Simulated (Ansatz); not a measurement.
# SnH− (triplet): from Hartree-Fock to the top rungs at distance Sn1–H2 = 1.636 Å, def2-SVPD

Aim: climb from Hartree-Fock through coupled cluster and multireference methods for SnH− (triplet) at one geometry and basis, and see what each rung misses.

The runs use Ansatz 0.2.0, Gaussian basis; def2-SVPD, core rule «outside noble gas», up to 9 orbitals frozen.

To be run: UHF; CCSD(T) on ROHF; CCSD(T) on UHF; BCCD(T) on ROHF; CISD; CCSDT(Q) on ROHF; CCSDT(Q) on UHF; CASSCF and MRCISD+Q, 4 electrons in 4 orbitals; CASSCF and NEVPT2, 4 electrons in 4 orbitals; CASSCF and MRCISD+Q, 6 electrons in 5 orbitals; CASSCF and NEVPT4(SD), 6 electrons in 5 orbitals; CASSCF and NEVPT2, 6 electrons in 5 orbitals; Full CI.

26 further runs of the same task are left out: 20 that didn't finish, 6 set aside as unsound or not needed.

### Step 1. The system

The geometry derives from a PBE0/def2-TZVPD stationary point (not a proven minimum). One bond is set to the value named and the two fragments are kept rigid. No spin-orbit coupling is included. Elements past krypton take def2 core potentials.

2 atoms, charge -1, spin multiplicity 3.

Atoms are counted from 1 here; the program's logs count them from 0.

Bond lengths: Sn1–H2 1.636 Å.

Geometry (Å):

```xyz
2

Sn    0.00000    0.00000    0.00000
H     0.00000    0.00000    1.63600
```

### Step 2. UHF

Contents of in.yaml:

```yaml
crystal:
  periodic: [false, false, false]
  atoms:
    - {symbol: Sn, position_ang: [0.000000, 0.000000, 0.000000]}
    - {symbol: H, position_ang: [0.000000, 0.000000, 1.636000]}
basis:
  gaussian: {orbitals: def2-SVPD}
total_charge: -1
magnetization: {spin_polarized: true, initial_magnetization: 2}
hamiltonian: {xc: hf}
output: {orbitals: {seedname: orbitals}}
```

Started as:

```bash
> ansatz run in.yaml --threads 1 --pin off --events-out ev --progress --plain --max-ram 2393MiB
```

The runs that follow: CCSD(T) on ROHF; CCSD(T) on UHF; BCCD(T) on ROHF; CISD; CCSDT(Q) on ROHF; CCSDT(Q) on UHF; CASSCF and MRCISD+Q, 4 electrons in 4 orbitals; CASSCF and NEVPT2, 4 electrons in 4 orbitals; CASSCF and MRCISD+Q, 6 electrons in 5 orbitals; CASSCF and NEVPT4(SD), 6 electrons in 5 orbitals; CASSCF and NEVPT2, 6 electrons in 5 orbitals; Full CI.

Q: Predict the results of all the runs planned. Wanted: FCI below the RHF energy; RMP2 from FCI; UMP2 from FCI; RCCSD from FCI; RCCSD(T) from FCI; UCCSD(T) from FCI; RCCSDT(Q) from FCI; UCCSDT(Q) from FCI; NEVPT2 pair from FCI.

**Answer**, as computed:

| quantity | value |
| --- | --- |
| FCI below the RHF energy | -2.5049 eV |
| RMP2 from FCI | +572.8 meV |
| UMP2 from FCI | +582.2 meV |
| RCCSD from FCI | +77.3 meV |
| RCCSD(T) from FCI | +17.9 meV |
| UCCSD(T) from FCI | +5.4 meV |
| RCCSDT(Q) from FCI | 0.0 meV |
| UCCSDT(Q) from FCI | -12.4 meV |
| NEVPT2 pair from FCI | +559.8 meV |
| MRCISD+Q pair from FCI | -24.2 meV |
| NEVPT2 valence from FCI | +583.8 meV |
| levels within 1 kcal/mol (43 meV) | RCCSD(T), UCCSD(T), BCCD(T), RCCSDT, UCCSDT, RCCSDT(Q), UCCSDT(Q), MRCISD+Q pair, MRCISD+Q valence |
| T1 diagnostic | 0.021 |
| effectively unpaired electrons | 2.04 |

What this shows: RCCSD(T) lands +17.9 meV from the yardstick (0.7 % of the correlation energy). UCCSDT, UCCSDT(Q), MRCISD+Q pair, MRCISD+Q valence fall below full CI: unrestricted runs freeze a spin-polarised core, another one than full CI's, and coupled cluster isn't variational. One determinant dominates. Of the multireference levels listed MRCISD+Q valence comes nearest in total energy (-18.0 meV), which doesn't show that its space is the better one. These misses are within one basis, not against nature; the frozen cores of restricted and unrestricted runs differ, which can shift their rows.
